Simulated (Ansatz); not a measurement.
# AlBH6OSi: small, medium and large basis sets

How large a basis does AlBH6OSi need? Two functionals are run in growing sets.

Program: Ansatz 0.2.0, Gaussian basis. Level of theory: one geometry, several basis sets. These are calculated values, not measurements.

Levels to be run: PBE0-D4/def2-SVP; ωB97M-V/def2-SVP; PBE0-D4/def2-QZVPP; ωB97M-V/def2-QZVPP; the functionals' def2-TZVPP values are taken from earlier runs.

## Step 1: The geometry

The geometry comes from an earlier relaxation with PBE0-D4 in a triple-zeta def2 set; it is a stationary point, not always the lowest conformer.

SMILES `[AlH2][BH]O[SiH3]`, 10 atoms, charge 0, spin multiplicity 1.

Atoms are counted from 1 here; the program's logs count them from 0.

Bond lengths: Al1–B2 2.151 Å, Al1–H5 1.596 Å, Al1–H6 1.596 Å, B2–O3 1.357 Å, B2–H7 1.215 Å, O3–Si4 1.661 Å, Si4–H8 1.485 Å, Si4–H9 1.482 Å, Si4–H10 1.482 Å. Angles: B2–Al1–H5 121.6°, B2–Al1–H6 121.6°, H5–Al1–H6 116.7°, Al1–B2–O3 119.9°, Al1–B2–H7 123.4°, O3–B2–H7 116.7°, B2–O3–Si4 131.6°, O3–Si4–H8 109.9°, O3–Si4–H9 107.9°, O3–Si4–H10 107.9°, H8–Si4–H9 110.6°, H8–Si4–H10 110.6°, H9–Si4–H10 109.8°.

## Step 2: PBE0-D4 in def2-SVP

in.yaml

```yaml
crystal:
  periodic: [false, false, false]
  atoms:
    - {symbol: Al, position_ang: [-0.304012, 2.588649, 0.108141]}
    - {symbol: B, position_ang: [0.073360, 0.515798, 0.541614]}
    - {symbol: O, position_ang: [-0.045916, -0.413792, -0.440246]}
    - {symbol: Si, position_ang: [0.170876, -2.060484, -0.431344]}
    - {symbol: H, position_ang: [0.859314, 3.568200, -0.374761]}
    - {symbol: H, position_ang: [-1.754189, 3.230085, 0.285985]}
    - {symbol: H, position_ang: [0.395861, 0.110216, 1.640827]}
    - {symbol: H, position_ang: [0.567728, -2.511251, 0.926876]}
    - {symbol: H, position_ang: [-1.107648, -2.691522, -0.836326]}
    - {symbol: H, position_ang: [1.227825, -2.386999, -1.417765]}
basis:
  gaussian: {orbitals: def2-SVP}
hamiltonian: {xc: pbe0, dispersion: d4}
output: {orbitals: {seedname: orbitals}}
```

Run with:

```
ansatz run in.yaml --threads 2 --pin off --events-out ev --progress --plain --max-ram 4352MiB
```

After this run come: ωB97M-V in def2-SVP; PBE0-D4 in def2-QZVPP; ωB97M-V in def2-QZVPP.

Q: Predict the results of all the runs planned. Wanted: PBE0-D4: double and triple zeta above quadruple; ωB97M-V: double and triple zeta above quadruple.

**Answer**, as computed:

| quantity | value |
| --- | --- |
| PBE0-D4: double and triple zeta above quadruple | 9.08, 0.65 eV |
| ωB97M-V: double and triple zeta above quadruple | 9.18, 0.61 eV |

What this shows: For PBE0-D4 the step from double to triple zeta gains 8.43 eV and the next only 0.65 eV. These are total energies; as a rule much of such shifts cancels in differences, which this series doesn't test.
